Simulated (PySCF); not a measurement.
# AuSe₂⁺: relaxation and vibrations of the triplet

Aim: relax AuSe₂⁺ as a triplet from a end-on start, check by its vibrations whether the end is a minimum, and collect its spectrum and constants.

Computed with PySCF 2.14.0. Level: PBE0, basis Au def2-SVP with ECP60, Se def2-SVP, scalar-relativistic core potentials, no spin–orbit coupling, density fitting.

### Step 1. Starting geometry

3 atoms, charge 1, spin multiplicity 3.

Bond lengths: Au1–Se2 2.472 Å, Se2–Se3 2.348 Å. Angles: Au1–Se2–Se3 119.9°.

```xyz
3
charge 1 multiplicity 3
Au    0.0000    0.0000    0.0000
Se    0.0000    0.0000    2.4720
Se    2.0358    0.0000    3.6420
```

### Step 2. First SCF at the start

One driver script runs all steps and calls PySCF; scf.py shows how it sets up the SCF of each step. The optimiser is the driver's own. After this first run the driver tries any further starts and a stability analysis.

scf.py

```python
from pyscf import gto, scf, dft
mol = gto.M(atom='''
Au     0.000000     0.000000     0.000000
Se     0.000000     0.000000     2.472000
Se     2.035800     0.000000     3.642000''',
    basis={'Au': 'def2-SVP', 'Se': 'def2-SVP'},
    ecp={'Au': 'def2-SVP'},
    charge=1, spin=2)
mf = dft.UKS(mol, xc='PBE0')
mf.grids.atom_grid = (50, 194)
aux = {'Au': 'def2-universal-JKFIT', 'Se': 'def2-universal-JKFIT'}
mf = mf.density_fit(auxbasis=aux)
mf.conv_tol = 1e-08
mf.diis_space = 10
mf.max_cycle = 60
mf.init_guess = 'minao'
mf.verbose = 4
mf.kernel()
```

Started as:

```bash
$ OMP_NUM_THREADS=2 python axn.py task.json out
```

Output:

```text
init E= -4924.2430098274
[... the frontier-level lines of each cycle are left out ...]
cycle= 1 E= -4935.43206990511  delta_E= -11.2  |g|= 1.51  |ddm|= 7.08
cycle= 2 E= -4896.40782679801  delta_E=   39  |g|= 4.88  |ddm|= 12.4
cycle= 3 E= -4937.35287553895  delta_E= -40.9  |g|= 0.187  |ddm|= 11.6
cycle= 4 E= -4937.33410403157  delta_E= 0.0188  |g|= 0.304  |ddm|= 0.98
cycle= 5 E= -4937.37979395369  delta_E= -0.0457  |g|= 0.116  |ddm|= 0.439
cycle= 6 E= -4937.39088938962  delta_E= -0.0111  |g|= 0.0313  |ddm|= 0.162
cycle= 7 E= -4937.39195560852  delta_E= -0.00107  |g|= 0.0155  |ddm|= 0.0944
cycle= 8 E= -4937.39210323477  delta_E= -0.000148  |g|= 0.00452  |ddm|= 0.0256
cycle= 9 E= -4937.39214886042  delta_E= -4.56e-05  |g|= 0.00194  |ddm|= 0.0237
cycle= 10 E= -4937.39215621023  delta_E= -7.35e-06  |g|= 0.000804  |ddm|= 0.00981
cycle= 11 E= -4937.39215788453  delta_E= -1.67e-06  |g|= 0.000293  |ddm|= 0.00495
cycle= 12 E= -4937.39215828408  delta_E= -4e-07  |g|= 0.000103  |ddm|= 0.00297
cycle= 13 E= -4937.39215833439  delta_E= -5.03e-08  |g|= 5.26e-05  |ddm|= 0.000967
cycle= 14 E= -4937.3921583445  delta_E= -1.01e-08  |g|= 2.05e-05  |ddm|= 0.000442
cycle= 15 E= -4937.39215834585  delta_E= -1.34e-09  |g|= 8.11e-06  |ddm|= 0.00014
Extra cycle  E= -4937.39215834594  delta_E= -9.28e-11  |g|= 1.19e-05  |ddm|= 3.88e-05
converged SCF energy = -4937.39215834594  <S^2> = 2.0095136  2S+1 = 3.0063357
```

This step, with its further starts and checks, needed 21 s of wall time on 2 threads of Arm Neoverse V1, shared host.

Energies from each starting density:

```
                      start   energy (Eh)
    the minimal-basis guess  -4937.392158
a thermally smeared density  -4937.392158
      a smeared PBE density  -4937.392158
```

The test of internal stability and the other starts found no lower solution of this spin.

### Step 3. End-on start, triplet: relaxation

The program finds Cs symmetry in the start, which this walk keeps. The walk stops when the largest gradient is under 0.0003 Eh/bohr and the energy has settled too.

scf.py, as its differences from that of step 2:

```diff
@@ -3,3 +3,3 @@
-Au     0.000000     0.000000     0.000000
-Se     0.000000     0.000000     2.472000
-Se     2.035800     0.000000     3.642000''',
+Au    -0.455982     0.000000    -1.369423
+Se    -0.455982     0.000000     1.102577
+Se     1.579818     0.000000     2.272577''',
@@ -16 +15,0 @@
-mf.init_guess = 'minao'
```

Steps of the walk:

```
step   energy (Eh)  change (kJ/mol)  largest symmetric gradient (Eh/bohr)
   0  -4937.392158             0.00                               0.03051
   1  -4937.400119           -20.90                               0.01216
   2  -4937.403193           -28.97                               0.01245
   3  -4937.404666           -32.84                               0.00464
   4  -4937.405086           -33.94                               0.00238
   5  -4937.405121           -34.03                               0.00054
   6  -4937.405122           -34.04                               0.00009
```

The walk took 32 s.

After 6 steps and 34.0 kJ/mol it ends at Cs: Au–Se 2.406 Å, Se–Se 2.221 Å; Au–Se–Se 96.3°.

### Step 4. Hessian and properties

The point is checked on the finer grid, and tightened if its gradient asks for it. The Hessian and the dipole derivatives come from central differences of analytic gradients, with steps of 0.02 bohr.

scf.py, as its differences from that of step 3:

```diff
@@ -3,3 +3,3 @@
-Au    -0.455982     0.000000    -1.369423
-Se    -0.455982     0.000000     1.102577
-Se     1.579818     0.000000     2.272577''',
+Au    -0.282752     0.000000    -1.208732
+Se    -0.715585     0.000000     1.158894
+Se     1.405401     0.000000     1.813495''',
@@ -10 +10 @@
-mf.grids.atom_grid = (50, 194)
+mf.grids.atom_grid = (75, 302)
@@ -13 +13 @@
-mf.conv_tol = 1e-08
+mf.conv_tol = 1e-10
```

This SCF starts from the last density.

Log of the central SCF (cycles and frontier levels):

```text
init E= -4937.40517755386
[... the frontier-level lines of each cycle are left out ...]
cycle= 1 E= -4937.40517755387  delta_E= -2.73e-12  |g|= 2.79e-06  |ddm|= 6.23e-06
Extra cycle  E= -4937.40517755385  delta_E= 1.55e-11  |g|= 5.57e-06  |ddm|= 1.17e-05
converged SCF energy = -4937.40517755385  <S^2> = 2.0085281  2S+1 = 3.00568
```

The whole step took 100 s.

Geometry: Cs; Au–Se 2.407 Å, Se–Se 2.220 Å; Au–Se–Se 96.8°.

Modes, for the most abundant isotopes:

```tsv
symmetry	ω (cm⁻¹)	IR (km/mol)	μ (u)
a'	56	0.2	95.07
a'	210	0.2	95.89
a'	349	3.3	79.94
```

No imaginary mode, so this is a minimum.

Constants and moments:

```
Dipole moment about the centre of mass                          : 1.25 D
Highest occupied level                                          : -12.35 eV
Lowest empty level                                              : -10.06 eV
Rotational constants                                            : 0.1254, 0.02284, 0.01932 cm⁻¹
Zero-point energy                                               : 3.7 kJ/mol
Principal polarisabilities                                      : 39.0, 59.7, 105.6 bohr³
Principal traceless quadrupole moments about the centre of mass : -13.11, -3.93, 17.04 D Å
Entropy at 298.15 K and 1 bar (electronic part: spin only)      : 348.4 J/(mol K)
Heat capacity Cp at 298.15 K                                    : 55.8 J/(mol K)
Enthalpy at 298.15 K above 0 K                                  : 14.45 kJ/mol
Rotational symmetry number                                      : 1
Spin squared ⟨S²⟩                                               : 2.009
```

Charges (e) and bond orders:

| atom | Mulliken | Löwdin | polar tensor | spin (Mulliken) | Mayer order to Au1 |
| --- | --- | --- | --- | --- | --- |
| Au1 | 0.51 | 0.22 | 0.47 | 0.17 | – |
| Se2 | 0.12 | 0.38 | 0.12 | 0.49 | 0.89 |
| Se3 | 0.37 | 0.40 | 0.41 | 1.34 | 0.19 |

Mulliken populations on Au1 (outside its core potential): s 2.61, p 6.07, d 9.80, f 0.00.

### Step 5. Outcome

| quantity | value |
| --- | --- |
| minimum | triplet, Cs |
| geometry | Au–Se 2.407 Å, Se–Se 2.220 Å; Au–Se–Se 96.8° |
| wavenumbers (cm⁻¹) | 56 (a'), 210 (a'), 349 (a') |
| dipole moment (centre of mass) | 1.25 D |
| highest occupied, lowest empty level (either spin) | -12.35, -10.06 eV |
| polar-tensor charge of Au1 | +0.47 e |
| zero-point energy | 3.7 kJ/mol |
| entropy at 298.15 K | 348.4 J/(mol K) |
| ⟨S²⟩ | 2.009 |

The end-on start keeps its Cs symmetry and ends in a minimum. The strongest infrared band lies at 349 cm⁻¹ (a'). Only this shape and spin were tried, so other structures or states may lie lower. Open d and f shells are described by one determinant, and the ground state may have another occupation or spin. Spin–orbit coupling, left out here, can matter for elements this heavy.

The search up to here took 2.6 min.
